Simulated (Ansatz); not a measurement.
Working through a single point in a Gaussian basis of C2H5OSi2, SMILES O[SiH2]C#C[SiH2]

Program: the Ansatz DFT code, driven from Python.

At the Python prompt:
```pycon
>>> from pathlib import Path
>>> import warnings
>>> import ansatz as az
>>> BASIS = "6-31G*"
>>> XC = "b3lyp"
>>> GEOMETRY = """
... O    -2.19290   -1.68660   -0.03180
... Si   -0.60720   -1.87990    0.09250
... C     0.27920   -0.24360    0.02390
... C     0.95710    0.82270   -0.00350
... Si    1.77310    2.44780   -0.07600
... H    -2.50880   -0.69810   -0.13400
... H    -0.13620   -2.75070   -1.01280
... H    -0.29860   -2.55660    1.36630
... H     1.32230    3.34460    1.09700
... H     1.49520    3.14930   -1.31860
... """
>>> warnings.simplefilter("ignore", az.DeckWarning)
>>> mol = az.Crystal.molecule()
>>> for line in GEOMETRY.strip().splitlines():
...     symbol, *xyz = line.split()
...     mol = mol.atom(symbol, [float(v) for v in xyz])
...
>>> model = (
...     mol.calculation()
...     .basis(gaussian=BASIS)
...     .functional(XC)
...     .spin("collinear", total=1)
...     .orbitals()
... )
>>> print(model.to_yaml())
crystal:
  periodic: [false, false, false]
  atoms:
    - { symbol: O, position_ang: [-2.1929, -1.6866, -0.0318] }
    - { symbol: Si, position_ang: [-0.6072, -1.8799, 0.0925] }
    - { symbol: C, position_ang: [0.2792, -0.2436, 0.0239] }
    - { symbol: C, position_ang: [0.9571, 0.8227, -0.0035] }
    - { symbol: Si, position_ang: [1.7731, 2.4478, -0.076] }
    - { symbol: H, position_ang: [-2.5088, -0.6981, -0.134] }
    - { symbol: H, position_ang: [-0.1362, -2.7507, -1.0128] }
    - { symbol: H, position_ang: [-0.2986, -2.5566, 1.3663] }
    - { symbol: H, position_ang: [1.3223, 3.3446, 1.097] }
    - { symbol: H, position_ang: [1.4952, 3.1493, -1.3186] }
basis:
  gaussian:
    orbitals: "6-31G*"
hamiltonian:
  xc: b3lyp
magnetization:
  spin_polarized: true
  initial_magnetization: 1.0
output:
  orbitals: {}
>>> done = model.run(runs_dir="c2h5osi2_runs")
>>> report = done.report
>>> type(done).__name__, type(report).__name__
('RunOutcome', 'dict')
>>> print("reference energy %16.6f eV" % report["reference_energy_ev"])
reference energy    -19955.618546 eV
>>> print("total energy     %16.6f eV" % report["free_energy_ev"])
total energy        -19955.618546 eV
>>> print("occupied orbitals outside the frozen core (up, down):", report["n_occupied"], " frozen:", report["n_frozen"], " virtual:", report["n_virtual"])
occupied orbitals outside the frozen core (up, down): [27, 26]  frozen: 0  virtual: [66, 67]
>>> lines = Path(report["orbitals_path"]).read_text().splitlines()
>>> field_of = lambda key: [line.split("=")[1].strip() for line in lines if line.startswith(key)]
>>> orbitals = [(27.211386 * float(e), s, float(n)) for e, s, n in zip(field_of("Ene="), field_of("Spin="), field_of("Occup="))]
>>> homo = max(e for e, _, n in orbitals if n > 0.5)
>>> lumo = min(e for e, _, n in orbitals if n < 0.5)
>>> print(f"HOMO {homo:.3f} eV, LUMO {lumo:.3f} eV, gap {lumo - homo:.3f} eV")
HOMO -6.034 eV, LUMO -3.257 eV, gap 2.777 eV
```

What to keep in mind:
- Total energies depend on the basis set; only differences at equal settings carry meaning.
- The geometry is a force-field or estimated start, not a minimum of this method, and the basis set is short of its limit.
- The run takes the species as open-shell (spin multiplicity 2), which needn't be its ground state.
- b3lyp holds the VWN-RPA fit, as in Gaussian; the form of ORCA and Turbomole is b3lyp5.
- Levels such as HOMO and LUMO are orbital energies: with these approximate functionals they aren't the ionisation energy and electron affinity, and their gap isn't the fundamental gap.
- Hardware and time: 7.1 s on 1 thread of Arm Neoverse V1 (shared host), peak memory 0.31 GiB.
